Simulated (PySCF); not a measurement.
# RbP⁺ at other levels of theory

What do other methods print for RbP⁺?

The runs use PySCF 2.14.0; each script names its method and basis.

4 further runs of the same task are left out: 4 that didn't finish.

## (1) Where the work starts

RbP⁺: 2 atoms, charge 1, spin multiplicity 2.

Bond lengths: Rb1–P2 3.386 Å.

## (2) The run that the others are compared with

File input.py:

```python
from pyscf import gto, dft, tdscf

mol = gto.M(
    atom='Rb 0 0 0; P 0 0 3.386',
    basis='sbkjc',
    ecp={'Rb': 'sbkjc', 'P': 'sbkjc'},
    charge=1,
    spin=1,
    verbose=4,
)
mf = dft.UKS(mol, xc='revtpss')
mf.kernel()
td = tdscf.TDA(mf)
td.nstates = 8
td.kernel()
td.analyze(verbose=3)
mf.dip_moment()
print('orbital energies (hartree):', [e[max(0, n-3):n+3].round(4) for e, n in zip(mf.mo_energy, mol.nelec)])
```

On the command line:

```bash
> OMP_NUM_THREADS=1 python input.py
```

## (3) Stability test

Run 1 changes step after the SCF: tda → stability.

Changes to input.py since step 2:

```diff
@@ -1,2 +1,2 @@
-from pyscf import gto, dft, tdscf
+from pyscf import gto, dft
 
@@ -12,6 +12,3 @@
 mf.kernel()
-td = tdscf.TDA(mf)
-td.nstates = 8
-td.kernel()
-td.analyze(verbose=3)
+mf.stability(internal=True, external=True)
 mf.dip_moment()
```

## (4) MP2 (UHF)

Run 2 changes step after the SCF: tda → mp2; SCF type: UKS → UHF; functional: revtpss → none (Hartree–Fock).

Changes to input.py since step 2:

```diff
@@ -1,2 +1,2 @@
-from pyscf import gto, dft, tdscf
+from pyscf import gto, scf, mp
 
@@ -10,8 +10,5 @@
 )
-mf = dft.UKS(mol, xc='revtpss')
+mf = scf.UHF(mol)
 mf.kernel()
-td = tdscf.TDA(mf)
-td.nstates = 8
-td.kernel()
-td.analyze(verbose=3)
+mp.MP2(mf).kernel()
 mf.dip_moment()
```

## (5) Geometry optimisation

Run 3 changes step after the SCF: tda → optimize.

File input.py:

```python
from pyscf import gto, dft
from pyscf.geomopt.geometric_solver import optimize

mol = gto.M(
    atom='Rb 0 0 0; P 0 0 3.386',
    basis='sbkjc',
    ecp={'Rb': 'sbkjc', 'P': 'sbkjc'},
    charge=1,
    spin=1,
    verbose=4,
)
mf = dft.UKS(mol, xc='revtpss')
mf.kernel()
g = mf.nuc_grad_method()
g.grid_response = True
mol_eq = optimize(g.as_scanner(), maxsteps=30)
print('optimised geometry (angstrom)')
print(mol_eq.tostring('raw'))
print('orbital energies (hartree):', [e[max(0, n-3):n+3].round(4) for e, n in zip(mf.mo_energy, mol.nelec)])
```

Q: Predict the outcome of this session. Wanted: for each run, E(SCF); from base; gap, α spin; after the SCF.

The runs gave:

| run | E(SCF) (hartree) | from base (eV) | cycles | gap, α spin (eV) | after the SCF |
| --- | --- | --- | --- | --- | --- |
| base | -6.406946 | 0 | 7 | 1.43 | lowest root found 0.92 eV |
| stability test | -6.406946 | 0.0000 | 7 | 1.43 | unstable: internal, UHF/UKS -> GHF/GKS |
| MP2 (UHF) | -6.239850 | not comparable | 8 | 8.08 | MP2 correlation -0.452 eV |
| geometry optimisation | -6.406946 | 0.0000 | 7 | 1.43 | bond 5.003 Å, -0.064 eV |

SCF columns refer to the geometry typed in the script.

**Reading.** Total energies from different bases, Hamiltonians or methods carry different errors, so properties are taken as differences within one set-up.
